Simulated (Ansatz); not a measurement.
SSn, vertical energies of changing the electron count

Program: the Ansatz DFT code, driven from Python.

The script, `ssn_ip.py`:
```python
'''Vertical ionisation energy and electron affinity of SSn.'''

import ansatz as az
from ase import Atoms

BASIS_SET = 'def2-SVPD'
METHOD = 'mp2'


def energy(molecule, charge=0, unpaired=0):
    calc = molecule.calculation().basis(gaussian=BASIS_SET).correlation(METHOD)
    if charge:
        calc = calc.charge(charge)
    if unpaired:
        calc = calc.spin('collinear', total=unpaired)
    report = calc.run(threads=1).report
    if report['published_state_doubts']:
        print('  doubts:', report['published_state_doubts'])
    return report['free_energy_ev']

atoms = Atoms(['Sn', 'S'], positions=[
    (0.0, 0.0, 0.0),
    (0.0, 0.0, 2.335),
])
geometry = az.Crystal.molecule_from_ase(atoms)

# delta-SCF style differences, no relaxation
parent = energy(geometry, 0, 0)
cation = energy(geometry, 1, 1)
print(f'E(N)   = {parent:.5f} eV')
print(f'E(N-1) = {cation:.5f} eV  (1 unpaired)')
print(f'vertical ionisation energy {cation - parent:.3f} eV')
anion = energy(geometry, -1, 1)
print(f'E(N+1) = {anion:.5f} eV  (1 unpaired)')
print(f'vertical electron affinity {parent - anion:.3f} eV' + ('' if anion < parent else ' (unbound in this basis)'))
print(f'fundamental gap IP - EA = {cation + anion - 2 * parent:.3f} eV')
```

Output of `python ssn_ip.py`:
```text
E(N)   = -16626.89299 eV
E(N-1) = -16617.72842 eV  (1 unpaired)
vertical ionisation energy 9.165 eV
E(N+1) = -16627.55514 eV  (1 unpaired)
vertical electron affinity 0.662 eV
fundamental gap IP - EA = 8.502 eV
```

At this unrelaxed geometry removing an electron costs 9.16 eV and adding one releases 0.66 eV.

Reading the output:
- Total energies depend on the basis set; only differences at equal settings carry meaning.
- The geometry is a force-field or estimated start, not a minimum of this method, and the basis set is short of its limit. All parts are taken at fixed geometry, without zero-point energy. At an unrelaxed start these energies can be a whole eV from those at the minimum, and a small affinity can change sign.
- def2 sets replace the cores of elements past krypton by effective core potentials.
- The spin state was assumed, and another may lie lower.
- Timing: 10 s on 1 thread of Arm Neoverse V2, with other jobs on the host, peak memory 0.22 GiB.
